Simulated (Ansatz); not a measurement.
# C2H4AlOSb: the cost of one run

Computed with Ansatz 0.2.0, Gaussian basis. Level: r2SCAN/def2-SVP.

### Step 1. Structure used throughout

An earlier PBE0-D4 in a triple-zeta def2 set relaxation fixed the geometry. Sb takes the def2 core potential; no spin-orbit term is included.

SMILES `[AlH2][C]#C[O][SbH2]`, 9 atoms, charge 0, spin multiplicity 1.

Atoms are counted from 1 here; the program's logs count them from 0.

Bond lengths: Al1–C2 1.874 Å, Al1–H6 1.585 Å, Al1–H7 1.586 Å, C2–C3 1.222 Å, C3–O4 1.273 Å, O4–Sb5 2.031 Å, Sb5–H8 1.711 Å, Sb5–H9 1.711 Å. Angles: C2–Al1–H6 120.2°, C2–Al1–H7 119.6°, H6–Al1–H7 120.1°, Al1–C2–C3 179.1°, C2–C3–O4 179.2°, C3–O4–Sb5 119.6°, O4–Sb5–H8 93.5°, O4–Sb5–H9 93.5°, H8–Sb5–H9 90.3°.

### Step 2. Dynamics

in.yaml reads:

```yaml
crystal:
  periodic: [false, false, false]
  atoms:
    - {symbol: Al, position_ang: [-0.801740, 1.607905, -1.809961]}
    - {symbol: C, position_ang: [0.261601, 0.612360, -0.630436]}
    - {symbol: C, position_ang: [0.971097, -0.027393, 0.130987]}
    - {symbol: O, position_ang: [1.725461, -0.685921, 0.917150]}
    - {symbol: Sb, position_ang: [0.905671, -2.007721, 2.223558]}
    - {symbol: H, position_ang: [-0.133121, 2.644734, -2.804666]}
    - {symbol: H, position_ang: [-2.375025, 1.407038, -1.807892]}
    - {symbol: H, position_ang: [-0.144184, -2.676687, 1.049343]}
    - {symbol: H, position_ang: [-0.321260, -0.920515, 2.714815]}
basis:
  gaussian: {orbitals: def2-SVP}
magnetization: {spin_polarized: true, initial_magnetization: 0}
hamiltonian: {xc: {name: r2SCAN}}
md: {timestep: 1 fs, n_steps: 30, ensemble: nve, temperature: 1000, initial_velocities: maxwell_boltzmann, seed: 949}
```

Launch:

```bash
ansatz run in.yaml --threads 4 --pin off --events-out ev --progress --plain --max-ram 10444MiB
```

What time and memory should one allow on 4 threads of Intel Xeon 6975P-C, shared host?

About 58 s, with a peak of 0.27 GiB.
